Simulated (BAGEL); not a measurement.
# One shape, several levels: triplet Si2H3F3

Aim: a comparison of 3 runs (ROHF/6-31G*, ROHF/cc-pVDZ, UHF/cc-pVDZ) of triplet Si2H3F3. 

Program for the calculation: BAGEL 1.2.2.

1 further run of the same task is left out (it didn't finish). Runs told in other sessions of the task aren't counted.

### 1 The structure to begin with

Si2H3F3: 8 atoms, total charge 0, spin state triplet. SMILES of the parent species: `F[Si](F)(F)[SiH3]`. Geometry: relaxed at PBE0-D4/def2-TZVP. That shape belongs to the parent species and isn't relaxed for this state.

Bond lengths: F1–Si2 1.582 Å, Si2–F3 1.582 Å, Si2–F4 1.582 Å, Si2–Si5 2.328 Å, Si5–H6 1.484 Å, Si5–H7 1.484 Å, Si5–H8 1.484 Å. Some angles: F1–Si2–F3 107.0°, F1–Si2–F4 107.0°, F1–Si2–Si5 111.9°, F3–Si2–F4 107.0°, F3–Si2–Si5 111.9°, F4–Si2–Si5 111.9°, Si2–Si5–H6 108.7°, Si2–Si5–H7 108.7°, Si2–Si5–H8 108.7°, H6–Si5–H7 110.2°.

### 2 The energy at ROHF/6-31G(d) (density fitting with qzvpp-jkfit, spherical functions) (run 1)

input.json

```json
{ "bagel" : [

{
  "title" : "molecule",
  "basis" : "6-31gs.json",
  "df_basis" : "qzvpp-jkfit",
  "angstrom" : "true",
  "geometry" : [
    { "atom" : "F", "xyz" : [    1.310500,   -1.060500,    1.504800 ] },
    { "atom" : "Si", "xyz" : [    0.534400,   -0.990500,    0.128500 ] },
    { "atom" : "F", "xyz" : [   -0.479300,   -2.204500,    0.107900 ] },
    { "atom" : "F", "xyz" : [    1.595600,   -1.255900,   -1.013900 ] },
    { "atom" : "Si", "xyz" : [   -0.550700,    1.050400,   -0.152600 ] },
    { "atom" : "H", "xyz" : [   -1.525600,    1.227900,    0.951900 ] },
    { "atom" : "H", "xyz" : [    0.460600,    2.135800,   -0.122800 ] },
    { "atom" : "H", "xyz" : [   -1.253300,    1.040400,   -1.459500 ] }
  ]
},
{ "title" : "rohf", "charge" : 0, "nopen" : 2 },
{ "title" : "print", "file" : "orbitals.molden", "orbitals" : "true" }

]}
```

The basis set 6-31G* is read from a file made from the Basis Set Exchange's data (not shown).

On the command line:

```sh
$ BAGEL_NUM_THREADS=1 BAGEL input.json > input.out
```

Log:

```text
* using 1 threads per process

  ===============================================================
  ===============================================================

  *** Geometry ***

  { "atom" : "F", "xyz" : [      2.476486,     -2.004055,      2.843660 ] },
  { "atom" : "Si", "xyz" : [      1.009870,     -1.871774,      0.242830 ] },
  { "atom" : "F", "xyz" : [     -0.905746,     -4.165901,      0.203901 ] },
  { "atom" : "F", "xyz" : [      3.015247,     -2.373307,     -1.915993 ] },
  { "atom" : "Si", "xyz" : [     -1.040672,      1.984968,     -0.288372 ] },
  { "atom" : "H", "xyz" : [     -2.882966,      2.320395,      1.798830 ] },
  { "atom" : "H", "xyz" : [      0.870408,      4.036077,     -0.232058 ] },
  { "atom" : "H", "xyz" : [     -2.368394,      1.966071,     -2.758055 ] },

  Number of auxiliary basis functions:      541

  Since a DF basis is specified, we compute 2- and 3-index integrals:
    o Being stored without compression. Storage requirement is 0.031 GB

  Number of basis functions:       84
  Number of electrons      :       58

    * METHOD: MOLECULE                             0.29

  *** Open-shell HF ***

  === Nuclear Repulsion ===
   316.5165101829

      * DIIS with orbital gradients will be used.

  === ROHF iteration (6-31gs.json) ===
      0       -877.38429271          0.04690874           0.23
      1       -877.59931954          0.03541966           0.21
      2       -877.70106577          0.02203285           0.23
      3       -877.76830894          0.00160205           0.23
      4       -877.77275749          0.00069890           0.22
      5       -877.77440412          0.00040774           0.22
      6       -877.77496572          0.00031332           0.22
      7       -877.77542563          0.00021992           0.21
      8       -877.77565626          0.00006106           0.22
      9       -877.77573054          0.00002543           0.22
     10       -877.77572239          0.00001101           0.22
     11       -877.77572773          0.00000912           0.21
     12       -877.77572624          0.00000949           0.22
     13       -877.77572425          0.00000805           0.23
     14       -877.77572426          0.00000457           0.22
     15       -877.77572481          0.00000202           0.23
     16       -877.77572452          0.00000079           0.23
     17       -877.77572402          0.00000026           0.22
     18       -877.77572394          0.00000016           0.23
     19       -877.77572397          0.00000010           0.23
     20       -877.77572396          0.00000008           0.22
     21       -877.77572397          0.00000005           0.20
     22       -877.77572396          0.00000006           0.22
     23       -877.77572396          0.00000006           0.22
     24       -877.77572396          0.00000005           0.21
     25       -877.77572396          0.00000005           0.22
     26       -877.77572396          0.00000005           0.22
     27       -877.77572396          0.00000004           0.21
     28       -877.77572396          0.00000004           0.21
     29       -877.77572396          0.00000004           0.23
     30       -877.77572396          0.00000004           0.23
     31       -877.77572396          0.00000003           0.22
     32       -877.77572396          0.00000002           0.23
     33       -877.77572396          0.00000002           0.23
     34       -877.77572396          0.00000002           0.22
     35       -877.77572396          0.00000001           0.23
     36       -877.77572396          0.00000001           0.23
     37       -877.77572396          0.00000001           0.21
    * SCF iteration converged.

    * S^2 (ROHF) is 2.0000

    * Permanent dipole moment:
           (   -0.293449,     0.551477,    -0.076109) a.u.

    * METHOD: ROHF                                 8.59

    * METHOD: PRINT                                0.01

  ===============================================================
```

It took 9.3 s on 1 thread of Arm Neoverse V2, shared host; peak memory 0.13 GiB.

### 3 A single-point energy at ROHF/cc-pVDZ (density fitting with qzvpp-jkfit) (run 2)

hf.json

```json
{ "bagel" : [

{
  "title" : "molecule",
  "basis" : "cc-pvdz.json",
  "df_basis" : "qzvpp-jkfit",
  "angstrom" : "true",
  "geometry" : [
    { "atom" : "F", "xyz" : [       1.310500,      -1.060500,       1.504800 ] },
    { "atom" : "Si", "xyz" : [       0.534400,      -0.990500,       0.128500 ] },
    { "atom" : "F", "xyz" : [      -0.479300,      -2.204500,       0.107900 ] },
    { "atom" : "F", "xyz" : [       1.595600,      -1.255900,      -1.013900 ] },
    { "atom" : "Si", "xyz" : [      -0.550700,       1.050400,      -0.152600 ] },
    { "atom" : "H", "xyz" : [      -1.525600,       1.227900,       0.951900 ] },
    { "atom" : "H", "xyz" : [       0.460600,       2.135800,      -0.122800 ] },
    { "atom" : "H", "xyz" : [      -1.253300,       1.040400,      -1.459500 ] }
  ]
},

{ "title" : "rohf", "nopen" : 2 },

{ "title" : "print", "file" : "orbitals.molden", "orbitals" : "true" }

]}
```

The basis set cc-pVDZ is read from a file made from the Basis Set Exchange's data (not shown).

On the command line:

```sh
$ BAGEL_NUM_THREADS=1 BAGEL hf.json > hf.out
```

Log:

```text
* using 1 threads per process

  ===============================================================
  ===============================================================

  *** Geometry ***

  { "atom" : "F", "xyz" : [      2.476486,     -2.004055,      2.843660 ] },
  { "atom" : "Si", "xyz" : [      1.009870,     -1.871774,      0.242830 ] },
  { "atom" : "F", "xyz" : [     -0.905746,     -4.165901,      0.203901 ] },
  { "atom" : "F", "xyz" : [      3.015247,     -2.373307,     -1.915993 ] },
  { "atom" : "Si", "xyz" : [     -1.040672,      1.984968,     -0.288372 ] },
  { "atom" : "H", "xyz" : [     -2.882966,      2.320395,      1.798830 ] },
  { "atom" : "H", "xyz" : [      0.870408,      4.036077,     -0.232058 ] },
  { "atom" : "H", "xyz" : [     -2.368394,      1.966071,     -2.758055 ] },

  Number of auxiliary basis functions:      541

  Since a DF basis is specified, we compute 2- and 3-index integrals:
    o Being stored without compression. Storage requirement is 0.037 GB

  Number of basis functions:       93
  Number of electrons      :       58

    * METHOD: MOLECULE                             0.30

  *** Open-shell HF ***

  === Nuclear Repulsion ===
   316.5165101829

      * DIIS with orbital gradients will be used.

  === ROHF iteration (cc-pvdz.json) ===
      0       -877.46476095          0.02926423           0.26
      1       -877.65294456          0.02271381           0.27
      2       -877.73451902          0.01339643           0.25
      3       -877.78904129          0.00155886           0.26
      4       -877.79281624          0.00057581           0.26
      5       -877.79383574          0.00041596           0.24
      6       -877.79465172          0.00035690           0.25
      7       -877.79496459          0.00030354           0.26
      8       -877.79560326          0.00014329           0.24
      9       -877.79574265          0.00005743           0.25
     10       -877.79578295          0.00003102           0.25
     11       -877.79579676          0.00003220           0.26
     12       -877.79579723          0.00003071           0.26
     13       -877.79578882          0.00001905           0.25
     14       -877.79578705          0.00000849           0.26
     15       -877.79578655          0.00000288           0.27
[... 21 lines of this table left out ...]
     37       -877.79578768          0.00000005           0.25
     38       -877.79578769          0.00000004           0.25
     39       -877.79578768          0.00000004           0.25
     40       -877.79578768          0.00000003           0.27
     41       -877.79578768          0.00000003           0.26
     42       -877.79578768          0.00000002           0.26
     43       -877.79578769          0.00000001           0.27
     44       -877.79578768          0.00000001           0.25
    * SCF iteration converged.

    * S^2 (ROHF) is 2.0000

    * Permanent dipole moment:
           (   -0.108849,     0.204299,    -0.028298) a.u.

    * METHOD: ROHF                                11.72

    * METHOD: PRINT                                0.01

  ===============================================================
```

Run time: 12 s. Hardware: 1 thread of Arm Neoverse V2, shared host; peak memory 0.15 GiB.

### 4 A single-point energy at UHF/cc-pVDZ (density fitting with qzvpp-jkfit) (run 3)

job.json

```json
{ "bagel": [

{
  "title": "molecule",
  "basis": "cc-pvdz.json",
  "df_basis": "qzvpp-jkfit",
  "angstrom": true,
  "geometry": [
    { "atom": "F", "xyz": [       1.310500,      -1.060500,       1.504800 ] },
    { "atom": "Si", "xyz": [       0.534400,      -0.990500,       0.128500 ] },
    { "atom": "F", "xyz": [      -0.479300,      -2.204500,       0.107900 ] },
    { "atom": "F", "xyz": [       1.595600,      -1.255900,      -1.013900 ] },
    { "atom": "Si", "xyz": [      -0.550700,       1.050400,      -0.152600 ] },
    { "atom": "H", "xyz": [      -1.525600,       1.227900,       0.951900 ] },
    { "atom": "H", "xyz": [       0.460600,       2.135800,      -0.122800 ] },
    { "atom": "H", "xyz": [      -1.253300,       1.040400,      -1.459500 ] }
  ]
},

{ "title": "uhf", "nopen": 2 },

{ "title": "print", "file": "orbitals.molden", "orbitals": true }

]}
```

The basis set cc-pVDZ is read from a file made from the Basis Set Exchange's data (not shown).

On the command line:

```sh
$ BAGEL_NUM_THREADS=1 BAGEL job.json > job.out
```

Log:

```text
* using 1 threads per process

  ===============================================================
  ===============================================================

  *** Geometry ***

  { "atom" : "F", "xyz" : [      2.476486,     -2.004055,      2.843660 ] },
  { "atom" : "Si", "xyz" : [      1.009870,     -1.871774,      0.242830 ] },
  { "atom" : "F", "xyz" : [     -0.905746,     -4.165901,      0.203901 ] },
  { "atom" : "F", "xyz" : [      3.015247,     -2.373307,     -1.915993 ] },
  { "atom" : "Si", "xyz" : [     -1.040672,      1.984968,     -0.288372 ] },
  { "atom" : "H", "xyz" : [     -2.882966,      2.320395,      1.798830 ] },
  { "atom" : "H", "xyz" : [      0.870408,      4.036077,     -0.232058 ] },
  { "atom" : "H", "xyz" : [     -2.368394,      1.966071,     -2.758055 ] },

  Number of auxiliary basis functions:      541

  Since a DF basis is specified, we compute 2- and 3-index integrals:
    o Being stored without compression. Storage requirement is 0.037 GB

  Number of basis functions:       93
  Number of electrons      :       58

    * METHOD: MOLECULE                             0.28

  *** Open-shell HF ***

  === Nuclear Repulsion ===
   316.5165101829

      * DIIS with orbital gradients will be used.

  === UHF iteration (cc-pvdz.json) ===
      0       -877.46476095          0.02926423           0.25
      1       -877.65797250          0.02256152           0.25
      2       -877.73951348          0.01324470           0.26
      3       -877.79244885          0.00145476           0.26
      4       -877.79609326          0.00053142           0.25
      5       -877.79706454          0.00035049           0.26
      6       -877.79778847          0.00025577           0.26
      7       -877.79823056          0.00017529           0.25
      8       -877.79849567          0.00006117           0.26
      9       -877.79851348          0.00003543           0.24
     10       -877.79851912          0.00003111           0.23
     11       -877.79852528          0.00003394           0.25
     12       -877.79851857          0.00002854           0.26
     13       -877.79851565          0.00002090           0.24
     14       -877.79851519          0.00000637           0.25
     15       -877.79851518          0.00000242           0.26
[... 21 lines of this table left out ...]
     37       -877.79851519          0.00000004           0.26
     38       -877.79851519          0.00000003           0.24
     39       -877.79851520          0.00000003           0.23
     40       -877.79851519          0.00000003           0.25
     41       -877.79851519          0.00000003           0.26
     42       -877.79851520          0.00000003           0.23
     43       -877.79851519          0.00000002           0.25
     44       -877.79851520          0.00000001           0.25
    * SCF iteration converged.

    * S^2 (UHF) is 2.0091

    * Permanent dipole moment:
           (   -0.078907,     0.147983,    -0.020541) a.u.

    * METHOD: UHF                                 11.50

    * METHOD: PRINT                                0.01

  ===============================================================
```

Wall time 12 s (1 thread of Arm Neoverse V2, shared host); peak memory 0.15 GiB.

### 5 All runs side by side

```tsv
run	level	energy (Eh)	dipole moment (D)	⟨S²⟩	wall time
1	ROHF/6-31G* (density fitting with qzvpp-jkfit, spherical functions)	-877.775724	1.60	2.000	9.3 s
2	ROHF/cc-pVDZ (density fitting with qzvpp-jkfit)	-877.795788	0.59	2.000	12 s
3	UHF/cc-pVDZ (density fitting with qzvpp-jkfit)	-877.798515	0.43	2.009	12 s
```

### 6 What came out

```
            quantity          value
 run 3: total energy  -877.79852 Eh
run 3: dipole moment         0.43 D
         run 3: ⟨S²⟩          2.009
```

**Reading.** The dipole moment (its size) runs from 0.43 D (UHF/cc-pVDZ) to 1.60 D (ROHF/6-31G*). The two ends differ in method and basis. All runs together took 34 s, the longest 12 s.
